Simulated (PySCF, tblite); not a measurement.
# C5H8OSi2: a rotation path, then NMR shifts on frames, part 2 of 2

tblite 0.8.0 and PySCF 2.14.0. Atoms count from 0.

### 5 Nuclear shieldings: image 4, PBE0/pcSseg-1

Job settings and geometry (Å):

```
{"job": {"kind": "nmr", "xc": "PBE0", "basis": "pcSseg-1", "pop": false}, "charge": 0, "multiplicity": 1}
C     -1.767200     2.567800    -0.799300
C     -1.214900     1.519700    -1.000500
Si    -0.377200    -0.121000    -1.240000
C      1.113700    -0.081700    -0.138600
C      2.092300    -0.025000     0.571600
Si     3.565000     0.014300     1.686200
O     -1.320900    -1.363200    -0.778700
C     -2.636100    -1.410200    -0.324400
H     -2.251400     3.486200    -0.628400
H     -0.051800    -0.345400    -2.648800
H      3.165000    -0.504000     2.997100
H      4.032300     1.398200     1.802200
H      4.606900    -0.830800     1.096100
H     -2.906500    -2.458700    -0.187400
H     -3.318000    -0.952800    -1.046500
H     -2.738600    -0.884600     0.628100
```

Level: GIAO PBE0/pcSseg-1 NMR shielding, non-relativistic, gas phase.

Log:

```text
coarse grid: 14728 points
cycle   1  E = -848.6705275827  dE =  8.174e-01  |g| = 7.562e-01  |ddm| = 3.816e+00
cycle   2  E = -848.5668992832  dE =  1.036e-01  |g| = 1.062e+00  |ddm| = 1.651e+00
cycle   3  E = -848.7824034322  dE = -2.155e-01  |g| = 1.500e-01  |ddm| = 1.063e+00
cycle   4  E = -848.7866693194  dE = -4.266e-03  |g| = 4.643e-02  |ddm| = 1.550e-01
cycle   5  E = -848.7869051494  dE = -2.358e-04  |g| = 3.642e-02  |ddm| = 5.751e-02
cycle   6  E = -848.7872372445  dE = -3.321e-04  |g| = 4.946e-03  |ddm| = 2.626e-02
cycle   7  E = -848.7872427396  dE = -5.495e-06  |g| = 1.781e-03  |ddm| = 5.639e-03
final grid: 134080 points
cycle   8  E = -848.8473401310  dE = -2.105e-05  |g| = 9.687e-03  |ddm| = 3.662e-02
cycle   9  E = -848.8473166181  dE =  2.351e-05  |g| = 1.452e-02  |ddm| = 1.660e-02
cycle  10  E = -848.8473579470  dE = -4.133e-05  |g| = 2.369e-03  |ddm| = 1.036e-02
cycle  11  E = -848.8473592903  dE = -1.343e-06  |g| = 5.516e-04  |ddm| = 1.833e-03
cycle  12  E = -848.8473593535  dE = -6.313e-08  |g| = 1.981e-04  |ddm| = 5.604e-04
cycle  13  E = -848.8473593614  dE = -7.898e-09  |g| = 8.033e-05  |ddm| = 1.805e-04
cycle  14  E = -848.8473593628  dE = -1.426e-09  |g| = 2.625e-05  |ddm| = 6.528e-05
cycle  15  E = -848.8473593630  dE = -1.719e-10  |g| = 2.929e-06  |ddm| = 2.314e-05
converged SCF energy = -848.8473593630

GIAO shielding tensors (ppm)
atom      isotropic    diamagn.    paramagn.     s11        s22        s33       span
  0 C       84.375     260.920    -176.545      1.501      3.593    248.032    246.531
  1 C       99.466     263.231    -163.765      3.124      6.924    288.350    285.225
  2 Si     415.236     881.763    -466.527    378.902    399.042    467.764     88.862
  3 C       66.650     266.315    -199.665    -36.493    -28.138    264.582    301.075
  4 C       78.282     264.660    -186.378    -15.463     -9.224    259.532    274.995
  5 Si     448.375     882.128    -433.753    441.461    442.378    461.285     19.824
  6 O      336.591     398.365     -61.774    293.255    340.158    376.358     83.103
  7 C      134.026     240.858    -106.832    107.888    110.683    183.507     75.619
  8 H       29.741      33.478      -3.737     24.717     24.922     39.584     14.867
  9 H       26.755      28.271      -1.516     23.629     24.486     32.150      8.522
 10 H       27.463      29.473      -2.009     23.978     26.078     32.333      8.355
 11 H       27.508      28.824      -1.316     23.997     26.076     32.450      8.454
 12 H       27.493      28.253      -0.761     23.995     25.890     32.593      8.597
 13 H       27.740      26.940       0.800     23.459     25.519     34.241     10.782
 14 H       27.852      26.900       0.952     23.752     25.685     34.118     10.367
 15 H       27.739      29.775      -2.035     23.804     25.782     33.631      9.827
```

Run time: 27 s. Hardware: 1 thread, shared host.

This run: δ C3 120.3, C4 108.6, C0 102.5, C1 87.5, H9 4.96, H10 4.25 ppm.

### 6 NMR shieldings: image 6, PBE0/pcSseg-1

Job settings and geometry (Å):

```
{"job": {"kind": "nmr", "xc": "PBE0", "basis": "pcSseg-1", "pop": false}, "charge": 0, "multiplicity": 1}
C     -1.731900     2.596900    -0.673500
C     -1.208400     1.531200    -0.859000
Si    -0.416500    -0.137300    -1.064300
C      1.119100    -0.133700    -0.034900
C      2.138500    -0.030200     0.608800
Si     3.670300     0.048400     1.639600
O     -1.345600    -1.311100    -0.424000
C     -2.731600    -1.444800    -0.469500
H     -2.189100     3.531000    -0.514900
H     -0.171100    -0.377800    -2.492200
H      3.335300    -0.401600     2.992800
H      4.163300     1.428700     1.665100
H      4.668900    -0.836500     1.032700
H     -2.990900    -2.431500    -0.082900
H     -3.115600    -1.343100    -1.488500
H     -3.202400    -0.679700     0.153300
```

Level: GIAO PBE0/pcSseg-1 NMR shielding, non-relativistic, gas phase.

Log:

```text
coarse grid: 14728 points
cycle   1  E = -848.6703792360  dE =  8.204e-01  |g| = 7.574e-01  |ddm| = 3.809e+00
cycle   2  E = -848.5600772585  dE =  1.103e-01  |g| = 1.076e+00  |ddm| = 1.705e+00
cycle   3  E = -848.7829007716  dE = -2.228e-01  |g| = 1.534e-01  |ddm| = 1.118e+00
cycle   4  E = -848.7872710641  dE = -4.370e-03  |g| = 5.223e-02  |ddm| = 1.607e-01
cycle   5  E = -848.7875715126  dE = -3.004e-04  |g| = 4.063e-02  |ddm| = 6.223e-02
cycle   6  E = -848.7879869035  dE = -4.154e-04  |g| = 4.440e-03  |ddm| = 2.912e-02
cycle   7  E = -848.7879915507  dE = -4.647e-06  |g| = 1.385e-03  |ddm| = 5.210e-03
final grid: 134080 points
cycle   8  E = -848.8480035529  dE = -2.182e-05  |g| = 9.277e-03  |ddm| = 3.562e-02
cycle   9  E = -848.8479867805  dE =  1.677e-05  |g| = 1.329e-02  |ddm| = 1.570e-02
cycle  10  E = -848.8480201529  dE = -3.337e-05  |g| = 1.777e-03  |ddm| = 9.568e-03
cycle  11  E = -848.8480208776  dE = -7.247e-07  |g| = 4.610e-04  |ddm| = 1.534e-03
cycle  12  E = -848.8480209199  dE = -4.234e-08  |g| = 1.934e-04  |ddm| = 4.559e-04
cycle  13  E = -848.8480209284  dE = -8.546e-09  |g| = 4.071e-05  |ddm| = 1.613e-04
cycle  14  E = -848.8480209286  dE = -1.635e-10  |g| = 2.973e-05  |ddm| = 4.523e-05
converged SCF energy = -848.8480209286

GIAO shielding tensors (ppm)
atom      isotropic    diamagn.    paramagn.     s11        s22        s33       span
  0 C       85.058     260.896    -175.838      1.763      5.121    248.289    246.525
  1 C       98.880     263.527    -164.646      3.637      4.359    288.644    285.008
  2 Si     414.237     882.185    -467.948    375.291    398.049    469.371     94.080
  3 C       67.632     266.124    -198.491    -34.460    -26.701    264.058    298.518
  4 C       77.976     264.507    -186.531    -16.889    -11.733    262.549    279.438
  5 Si     448.207     882.006    -433.799    440.673    442.682    461.267     20.593
  6 O      330.337     400.068     -69.730    286.495    339.918    364.599     78.104
  7 C      134.483     239.935    -105.452    107.570    111.912    183.966     76.396
  8 H       29.779      33.499      -3.720     24.723     24.966     39.649     14.926
  9 H       26.745      28.592      -1.847     23.969     24.301     31.965      7.996
 10 H       27.461      29.325      -1.864     23.945     26.065     32.373      8.429
 11 H       27.511      28.729      -1.218     24.025     26.070     32.439      8.413
 12 H       27.498      28.241      -0.743     23.993     25.914     32.587      8.594
 13 H       27.724      26.869       0.856     23.264     25.559     34.350     11.086
 14 H       28.068      26.346       1.722     24.201     25.467     34.535     10.334
 15 H       27.711      28.345      -0.634     23.435     26.168     33.532     10.097
```

Run time: 25 s. Hardware: 1 thread, shared host.

This run: δ C3 119.3, C4 108.9, C0 101.9, C1 88.0, H9 4.97, H10 4.26 ppm.

### 7 Shielding tensors: image 8, PBE0/pcSseg-1

Job settings and geometry (Å):

```
{"job": {"kind": "nmr", "xc": "PBE0", "basis": "pcSseg-1", "pop": false}, "charge": 0, "multiplicity": 1}
C     -1.811500     2.752500    -0.637600
C     -1.276500     1.685400    -0.779800
Si    -0.474900     0.018800    -0.976800
C      1.085100    -0.036500     0.012300
C      2.124300    -0.029700     0.632100
Si     3.692500    -0.042400     1.609700
O     -1.351000    -1.162300    -0.283300
C     -2.667400    -1.546800    -0.514100
H     -2.270000     3.691800    -0.513700
H     -0.263900    -0.217600    -2.412200
H      3.378400    -0.385500     2.999500
H      4.292700     1.292800     1.532800
H      4.593500    -1.041100     1.026600
H     -2.917700    -2.334300     0.198300
H     -2.790700    -1.931400    -1.530600
H     -3.350600    -0.704600    -0.374600
```

Level: GIAO PBE0/pcSseg-1 NMR shielding, non-relativistic, gas phase.

Log:

```text
coarse grid: 14728 points
cycle   1  E = -848.6701680246  dE =  8.225e-01  |g| = 7.582e-01  |ddm| = 3.806e+00
cycle   2  E = -848.5557522834  dE =  1.144e-01  |g| = 1.085e+00  |ddm| = 1.717e+00
cycle   3  E = -848.7829580801  dE = -2.272e-01  |g| = 1.556e-01  |ddm| = 1.129e+00
cycle   4  E = -848.7874354693  dE = -4.477e-03  |g| = 5.362e-02  |ddm| = 1.604e-01
cycle   5  E = -848.7877537315  dE = -3.183e-04  |g| = 4.157e-02  |ddm| = 6.357e-02
cycle   6  E = -848.7881891766  dE = -4.354e-04  |g| = 4.403e-03  |ddm| = 2.964e-02
cycle   7  E = -848.7881939343  dE = -4.758e-06  |g| = 1.094e-03  |ddm| = 5.145e-03
final grid: 134080 points
cycle   8  E = -848.8482470852  dE = -2.098e-05  |g| = 9.387e-03  |ddm| = 3.578e-02
cycle   9  E = -848.8482313648  dE =  1.572e-05  |g| = 1.335e-02  |ddm| = 1.593e-02
cycle  10  E = -848.8482639858  dE = -3.262e-05  |g| = 1.442e-03  |ddm| = 9.612e-03
cycle  11  E = -848.8482644477  dE = -4.619e-07  |g| = 3.349e-04  |ddm| = 1.394e-03
cycle  12  E = -848.8482644642  dE = -1.643e-08  |g| = 2.074e-04  |ddm| = 3.332e-04
cycle  13  E = -848.8482644746  dE = -1.046e-08  |g| = 3.107e-05  |ddm| = 1.511e-04
cycle  14  E = -848.8482644748  dE = -1.542e-10  |g| = 1.752e-05  |ddm| = 3.977e-05
converged SCF energy = -848.8482644748

GIAO shielding tensors (ppm)
atom      isotropic    diamagn.    paramagn.     s11        s22        s33       span
  0 C       85.415     260.939    -175.524      0.521      6.409    249.314    248.793
  1 C       99.090     262.517    -163.427      2.539      5.929    288.801    286.261
  2 Si     414.002     882.248    -468.246    376.385    394.466    471.154     94.768
  3 C       67.819     265.814    -197.994    -34.996    -25.365    263.819    298.815
  4 C       78.737     264.404    -185.668    -17.343    -10.450    264.003    281.345
  5 Si     448.272     882.053    -433.781    441.054    442.419    461.342     20.288
  6 O      321.515     400.912     -79.398    271.146    338.726    354.672     83.527
  7 C      134.649     239.263    -104.614    108.238    110.657    185.052     76.814
  8 H       29.789      33.406      -3.617     24.728     24.929     39.711     14.983
  9 H       26.720      28.791      -2.071     24.056     24.459     31.645      7.588
 10 H       27.470      29.267      -1.797     23.968     26.045     32.398      8.430
 11 H       27.497      28.629      -1.132     23.989     26.063     32.438      8.449
 12 H       27.508      28.371      -0.863     24.019     25.928     32.578      8.560
 13 H       27.670      27.116       0.554     23.201     25.516     34.294     11.093
 14 H       27.995      26.319       1.675     23.891     25.476     34.616     10.725
 15 H       27.808      27.347       0.462     23.239     26.521     33.664     10.425
```

Run time: 24 s. Hardware: 1 thread, shared host.

This run: δ C3 119.1, C4 108.2, C0 101.5, C1 87.8, H9 5.00, H10 4.25 ppm.

### 8 Run by run: NMR shifts

Shifts (ppm) of some atoms, chosen among heavy atoms and hydrogens apart, with basis size and wall time:

```
  frame     C3     C4     C0   H14   H15    Si2    O6  functions  time
image 0  118.6  110.5  101.4  3.87  3.87  -67.2  18.7        190  33 s
image 2  120.0  109.3  102.4  3.95  3.83  -67.4  12.0        190  29 s
image 4  120.3  108.6  102.5  3.87  3.98  -66.1  -0.5        190  27 s
image 6  119.3  108.9  101.9  3.65  4.01  -65.1   5.7        190  25 s
image 8  119.1  108.2  101.5  3.72  3.91  -64.8  14.6        190  24 s
```

### 9 Outcome

This closing draws on all 2 parts.

| quantity | value |
| --- | --- |
| barrier | 0.077 eV (1.8 kcal/mol) at image 4 |
| end to end (GFN2-xTB) | 0.028 eV |
| 13C shifts against TMS (PBE0/pcSseg-1, image 0) | 118.6, 110.5, 101.4, 87.8, 52.1 ppm |
| 1H shifts against TMS (PBE0/pcSseg-1, image 0) | 4.83, 4.27, 4.26, 4.24, 3.96, 3.87, 3.87, 1.93 ppm |
| 29Si shifts against TMS (PBE0/pcSseg-1, image 0) | -67.2, -99.3 ppm |
| 17O shifts against H2O (PBE0/pcSseg-1, image 0) | 18.7 ppm |
| range of the shift of O6 | -0.5 to 18.7 ppm |

In words: Along the band the dihedral turns by 118°, and the top (dihedral 120°) lies 1.8 kcal/mol above the start (GFN2-xTB, rough), so at room temperature this motion is fast. Ends this close can change order at a higher level. The top was not checked by a frequency run. Shifts at one fixed geometry are not the observed spectrum, which averages over the motion. Across the 5 runs the shift of O6 moves most, between -0.5 (image 4) and 18.7 ppm (image 0).
